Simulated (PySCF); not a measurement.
# Tm(BH4)2: other functionals and bases at one geometry

One table from this session's results is given with a row withheld; the runs are named, their logs left out.

Method: several levels, as the steps say, no spin–orbit coupling; program: PySCF 2.14.0.

1 further run of the same task is left out (for a known fault of the program).

### Where the work starts

11 atoms, charge 0, spin multiplicity 1.

Bond lengths: Tm1–B2 2.532 Å, Tm1–H4 2.376 Å, Tm1–H5 2.369 Å, Tm1–H6 2.372 Å, Tm1–B7 2.533 Å, Tm1–H9 2.376 Å, Tm1–H10 2.370 Å, Tm1–H11 2.373 Å, B2–H3 1.210 Å, B2–H4 1.255 Å, B2–H5 1.255 Å, B2–H6 1.255 Å, B7–H8 1.210 Å, B7–H9 1.255 Å, B7–H10 1.255 Å, B7–H11 1.255 Å. Angles: B2–Tm1–H4 29.4°, B2–Tm1–H5 29.4°, B2–Tm1–H6 29.4°, B2–Tm1–B7 178.7°, B2–Tm1–H9 151.5°, B2–Tm1–H10 149.4°, B2–Tm1–H11 150.8°, H4–Tm1–H5 50.3°, H4–Tm1–H6 50.3°, H4–Tm1–B7 151.5°, H4–Tm1–H9 137.9°, H4–Tm1–H10 168.3°, H4–Tm1–H11 125.1°, H5–Tm1–H6 50.4°, H5–Tm1–B7 149.4°, H5–Tm1–H9 168.3°, H5–Tm1–H10 123.3°, H5–Tm1–H11 136.2° and more.

As a file:

```mol
B2H8Tm
  3D, bonds by distance, orders not assigned

 11 16  0  0  0  0  0  0  0  0999 V2000
    0.0001   -0.0000    0.8181 Tm  0  0
    2.5323   -0.0014    0.7901 B   0  0
    3.7418    0.0038    0.7768 H   0  0
    2.0790   -0.7723    1.6706 H   0  0
    2.0513   -0.3733   -0.3076 H   0  0
    2.0697    1.1401    1.0293 H   0  0
   -2.5322    0.0014    0.7901 B   0  0
   -3.7418   -0.0038    0.7767 H   0  0
   -2.0791    0.7723    1.6707 H   0  0
   -2.0513    0.3733   -0.3076 H   0  0
   -2.0698   -1.1402    1.0294 H   0  0
  1  2  8  0
  1  4  8  0
  1  5  8  0
  1  6  8  0
  1  7  8  0
  1  9  8  0
  1 10  8  0
  1 11  8  0
  2  3  8  0
  2  4  8  0
  2  5  8  0
  2  6  8  0
  7  8  8  0
  7  9  8  0
  7 10  8  0
  7 11  8  0
M  END
```

Formal oxidation states: Tm +2. Each metal's 13 4f electrons lie in its core potential, so multiplicities, spins and levels count the valence alone. An earlier session relaxed this geometry at PBE0, Tm lcecp-0-SVP with ECP59, B def2-SVP, H def2-SVP (singlet, point group C2).

At PBE0 on the finer grid: E = -86.873393 Eh, frontier levels not given, since the 4f levels lie in the core, Mulliken charge on Tm1 +0.62 e, largest force component 0.020 eV/Å. 

Levels to run: B3LYP; r2SCAN; PBE0, TZVP. Hardware: 2 threads of Arm Neoverse V2, shared host.

Set-up of the first run:

Input file run.py (the lines that set the calculation):

```python
mol = gto.M(atom='''
Tm     0.00013    -0.00001     0.81805
B      2.53229    -0.00141     0.79007
H      3.74184     0.00382     0.77679
H      2.07902    -0.77226     1.67061
H      2.05125    -0.37326    -0.30757
H      2.06969     1.14011     1.02932
B     -2.53225     0.00141     0.79010
H     -3.74182    -0.00378     0.77673
H     -2.07905     0.77227     1.67068
H     -2.05131     0.37329    -0.30758
H     -2.06978    -1.14017     1.02936''',
    basis={'Tm': 'lcecp-0-SVP', 'B': 'def2-SVP', 'H': 'def2-SVP'},
    ecp={'Tm': 'lcecp-0-SVP'},
    charge=0, spin=0)
mf = dft.RKS(mol, xc='B3LYP')
mf.grids.atom_grid = (75, 302)  # f atoms: unpruned, at least (60, 302)
mf = mf.density_fit()  # fitting sets: Tm AutoAux, B def2-universal-JKFIT, H def2-universal-JKFIT
mf.conv_tol = 1e-08; mf.max_cycle = 55
mf.kernel(dm0)  # dm0: the density of the relaxed state
```

Started as:

```
$ OMP_NUM_THREADS=2 python run.py
```

Steps of the session up to this table: B3LYP; r2SCAN; PBE0, TZVP.

One table of the session follows, with a row left open; its other results are not shown here.

| level | charge on Tm1 (e) | largest force component (eV/Å) |
| --- | --- | --- |
| PBE0 (relaxed here) | 0.62 | 0.02 |
| B3LYP | ? | ? |
| r2SCAN | 0.60 | 0.15 |
| PBE0, TZVP | 0.94 | 0.30 |

Q: Estimate the row for B3LYP from the others.

**Answer.** charge on Tm1 (e): 0.50; largest force component (eV/Å): 0.20. In the column «charge on Tm1 (e)» it is the lowest.

The largest leftover force, 0.30 eV/Å with PBE0, TZVP, stands at a geometry relaxed at another level. With 4f in the core, its levels are missing from HOMO and gap, and its count is fixed, so no charge can pass from the ligands into it. Total energies of different levels can't be compared.
